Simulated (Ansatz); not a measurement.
# BH8PSiSn: up Jacob's ladder to CCSD(T)

One table from this session's results is given with a row withheld; the runs are named, their logs left out.

Program: Ansatz 0.2.0, Gaussian basis. Level of theory: functionals in def2-TZVPP, the program's frozen cores in correlated methods. These are calculated values, not measurements.

Plan: LDA (SPW92), PBE-D4, revPBE-D4, BLYP-D4, r2SCAN-D4, B97M-V, PBE0-D4, B3LYP-D4, r2SCANh-D4, r2SCAN0-D4, HSE06-D4, BHLYP-D4, CAM-B3LYP-D4, LC-ωPBE, ωB97X-V, ωB97M-V, B2PLYP, PBE-QIDH; CCSD(T)/def2-SVP; CCSD(T)/def2-TZVPP; MP2/def2-QZVPP; extrapolation to the limit; RPA on PBE.

**The geometry**

An earlier PBE0-D4 in a triple-zeta def2 set relaxation fixed the geometry. Sn takes the def2 core potential; no spin-orbit term is included.

SMILES `B[P]([SiH3])[SnH3]`, 12 atoms, charge 0, spin multiplicity 1.

Atoms are counted from 1 here; the program's logs count them from 0.

Bond lengths: B1–P2 1.850 Å, B1–H5 1.195 Å, B1–H6 1.195 Å, P2–Si3 2.233 Å, P2–Sn4 2.484 Å, Si3–H7 1.486 Å, Si3–H8 1.487 Å, Si3–H9 1.485 Å, Sn4–H10 1.707 Å, Sn4–H11 1.706 Å, Sn4–H12 1.702 Å. Angles: P2–B1–H5 119.7°, P2–B1–H6 119.6°, H5–B1–H6 120.4°, B1–P2–Si3 105.2°, B1–P2–Sn4 105.4°, Si3–P2–Sn4 108.2°, P2–Si3–H7 109.2°, P2–Si3–H8 112.6°, P2–Si3–H9 107.2°, H7–Si3–H8 108.2°, H7–Si3–H9 109.9°, H8–Si3–H9 109.8°, P2–Sn4–H10 110.5°, P2–Sn4–H11 108.8°, P2–Sn4–H12 106.7°, H10–Sn4–H11 109.3°, H10–Sn4–H12 110.8°, H11–Sn4–H12 110.7°.

The first run:

in.yaml

```yaml
crystal:
  periodic: [false, false, false]
  atoms:
    - {symbol: B, position_ang: [-1.793287, 0.885526, 0.127443]}
    - {symbol: P, position_ang: [-0.610773, -0.302947, -0.655823]}
    - {symbol: Si, position_ang: [-0.111688, -1.773619, 0.949201]}
    - {symbol: Sn, position_ang: [1.428665, 1.025734, -1.149482]}
    - {symbol: H, position_ang: [-1.851079, 2.011314, -0.269140]}
    - {symbol: H, position_ang: [-2.571751, 0.490817, 0.943803]}
    - {symbol: H, position_ang: [0.693788, -2.877987, 0.366267]}
    - {symbol: H, position_ang: [0.669117, -1.164555, 2.058012]}
    - {symbol: H, position_ang: [-1.395077, -2.306319, 1.472110]}
    - {symbol: H, position_ang: [2.284812, 1.362311, 0.288205]}
    - {symbol: H, position_ang: [2.427525, 0.129687, -2.202364]}
    - {symbol: H, position_ang: [0.906747, 2.464938, -1.894233]}
basis:
  gaussian: {orbitals: def2-TZVPP}
hamiltonian: {xc: lda}
output: {orbitals: {seedname: orbitals}}
```

Launch:

```sh
$ ansatz run in.yaml --threads 4 --pin off --events-out ev --progress --plain --max-ram 10444MiB
```

Steps of the session up to this table: LDA; PBE-D4 (GGA); revPBE-D4 (GGA); BLYP-D4 (GGA); r2SCAN-D4 (meta-GGA); B97M-V (meta-GGA); B3LYP-D4 (hybrid); r2SCANh-D4 (hybrid); r2SCAN0-D4 (hybrid); HSE06-D4 (hybrid); BHLYP-D4 (hybrid); CAM-B3LYP-D4 (range-separated); LC-ωPBE (range-separated); ωB97X-V (range-separated); ωB97M-V (range-separated); B2PLYP (double hybrid); PBE-QIDH (double hybrid).

One table of the session follows, with a row left open; its other results are not shown here.

It belongs to the step «Frontier levels by functional». 

```
  functional  HOMO (eV)  LUMO (eV)  gap (eV)
 LDA (SPW92)      -6.43      -2.97      3.46
      PBE-D4      -6.34      -2.75      3.59
   revPBE-D4      -6.29      -2.65      3.64
     BLYP-D4      -6.16      -2.57      3.58
   r2SCAN-D4      -6.53      -2.49      4.05
      B97M-V      -6.67      -2.58      4.09
     PBE0-D4          ?          ?         ?
    B3LYP-D4      -7.09      -2.05      5.04
  r2SCANh-D4      -6.89      -2.18      4.71
  r2SCAN0-D4      -7.44      -1.72      5.71
    HSE06-D4      -6.91      -2.25      4.67
    BHLYP-D4      -8.11      -0.89      7.22
CAM-B3LYP-D4      -8.46      -0.81      7.66
     LC-ωPBE      -9.74       0.27     10.01
     ωB97X-V      -9.44       0.19      9.63
     ωB97M-V      -9.31      -0.03      9.28
```

**Question.** Estimate the row for PBE0-D4.

As computed: HOMO (eV): -7.30; LUMO (eV): -1.87; gap (eV): 5.43. In the column «HOMO (eV)» it lies between r2SCAN0-D4 (-7.44) and B3LYP-D4 (-7.09).
